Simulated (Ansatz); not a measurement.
# S3Yb2 (Yb2(S)1(S)2): the cost of one run

Computed with Ansatz 0.2.0. Level: DFT PBE, plane waves, PAW, molecule in a box with 9 Å of vacuum.

4 further runs of the same task are left out: 2 for a known fault of the program, 2 that didn't finish.

### 1 Where the work starts

5 atoms, charge 0, spin multiplicity 1.

Bond lengths: Yb1–S3 2.537 Å, Yb1–S4 2.305 Å, Yb2–S3 2.537 Å, Yb2–S5 2.305 Å. Angles: S3–Yb1–S4 123.8°, S3–Yb2–S5 123.8°, Yb1–S3–Yb2 130.2°.

Coordinates:

```xyz
5
S3Yb2
Yb    0.53590   -0.26820    2.30107
Yb    0.53590   -0.26820   -2.30107
S     1.49194   -0.74666    0.00000
S    -1.50019    0.75079    2.65803
S    -1.50019    0.75079   -2.65803
```

Formal oxidation states: Yb +3. Each metal's 13 4f electrons lie in its core potential, so multiplicities, spins and levels count the valence alone. In the runs below they are in the valence, and the state is a triplet. An earlier session relaxed this geometry at B3LYP, Yb lcecp-1-SVP with ECP59, S def2-SVP (singlet, point group C2v).

### 2 Scalar-relativistic

The input, input.yaml:

```yaml
crystal:
  lattice:
    - [11.99, 0.0, 0.0]
    - [0.0, 10.5, 0.0]
    - [0.0, 0.0, 14.32]
  atoms:
    - { symbol: Yb, position: [0.54512927, 0.47413905, 0.66055237], spin: 1.0 }
    - { symbol: Yb, position: [0.54512927, 0.47413905, 0.33917318], spin: 1.0 }
    - { symbol: S, position: [0.62486572, 0.42857143, 0.49986243] }
    - { symbol: S, position: [0.37531276, 0.57118571, 0.68547905] }
    - { symbol: S, position: [0.37531276, 0.57118571, 0.31424581] }
basis:
  ecutwfc: 420
  ecutrho_ratio: 4
kpoints:
  mp_grid: { grid: [1, 1, 1] }
hamiltonian:
  xc: pbe
scf:
  occupations: { method: gaussian, width: 0.01 }
output:
  forces: true
  eigenvalues: true
  populations: true
  hubbard: { sites: [{ species: Yb, l: f }] }
magnetization:
  spin_polarized: true
```

Launch:

```
> ansatz run input.yaml --threads 2 --pin off --max-ram 5120MiB --backend cpu --events-out ev --progress --plain --runs-dir out
```

**Question.** How long does this run take on 2 threads of Arm Neoverse V2, shared host, and how much memory does it need?

About 99 s, with a peak of 1.3 GiB.
